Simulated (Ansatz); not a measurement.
# CH4B2O2: the cost of one run

Method: BLYP/def2-SVP with D4 dispersion; program: Ansatz 0.2.0, Gaussian basis.

## (1) Structure used throughout

The geometry comes from an earlier relaxation with PBE0-D4 in a triple-zeta def2 set; it is a stationary point, not always the lowest conformer.

9 atoms, charge 0, spin multiplicity 1.

Atoms are counted from 1 here; the program's logs count them from 0.

Bond lengths: B1–O2 1.364 Å, B1–H6 1.195 Å, B1–H7 1.198 Å, O2–B3 1.352 Å, B3–C4 1.502 Å, B3–O5 1.331 Å, C4–O5 1.522 Å, C4–H8 1.086 Å, C4–H9 1.086 Å. Angles: O2–B1–H6 117.0°, O2–B1–H7 119.9°, H6–B1–H7 123.2°, B1–O2–B3 126.2°, O2–B3–C4 155.8°, O2–B3–O5 139.5°, C4–B3–O5 64.7°, B3–C4–O5 52.2°, B3–C4–H8 122.7°, B3–C4–H9 122.7°, O5–C4–H8 112.2°, O5–C4–H9 112.2°, H8–C4–H9 114.2°, B3–O5–C4 63.1°.

Coordinates:

```
B     1.8025   -0.0713   -1.0077
O     1.1143   -0.1605    0.1664
B    -0.2151    0.0235    0.3283
C    -1.5336   -0.0708    1.0405
O    -1.2406    0.5997   -0.2938
H     2.9934   -0.1456   -0.9447
H     1.2079    0.0598   -2.0392
H    -1.8425    0.6426    1.7994
H    -2.1979   -0.9237    0.9337
```

## (2) The run

File in.yaml:

```yaml
crystal:
  periodic: [false, false, false]
  atoms:
    - {symbol: B, position_ang: [1.802496, -0.071330, -1.007660]}
    - {symbol: O, position_ang: [1.114284, -0.160485, 0.166355]}
    - {symbol: B, position_ang: [-0.215056, 0.023546, 0.328258]}
    - {symbol: C, position_ang: [-1.533553, -0.070848, 1.040541]}
    - {symbol: O, position_ang: [-1.240568, 0.599720, -0.293818]}
    - {symbol: H, position_ang: [2.993372, -0.145587, -0.944657]}
    - {symbol: H, position_ang: [1.207868, 0.059792, -2.039159]}
    - {symbol: H, position_ang: [-1.842470, 0.642614, 1.799357]}
    - {symbol: H, position_ang: [-2.197872, -0.923722, 0.933683]}
basis:
  gaussian: {orbitals: def2-SVP}
hamiltonian: {xc: {name: BLYP}, dispersion: d4}
md: {timestep: 1 fs, n_steps: 20, ensemble: nve, temperature: 700, initial_velocities: maxwell_boltzmann, seed: 977}
```

The run is started by

```bash
$ ansatz run in.yaml --threads 2 --pin off --events-out ev --progress --plain --max-ram 4352MiB
```

Q: Estimate wall time and peak memory on 2 threads of Intel Xeon at 2.60GHz, shared host.

About 22 s, with a peak of 0.42 GiB.
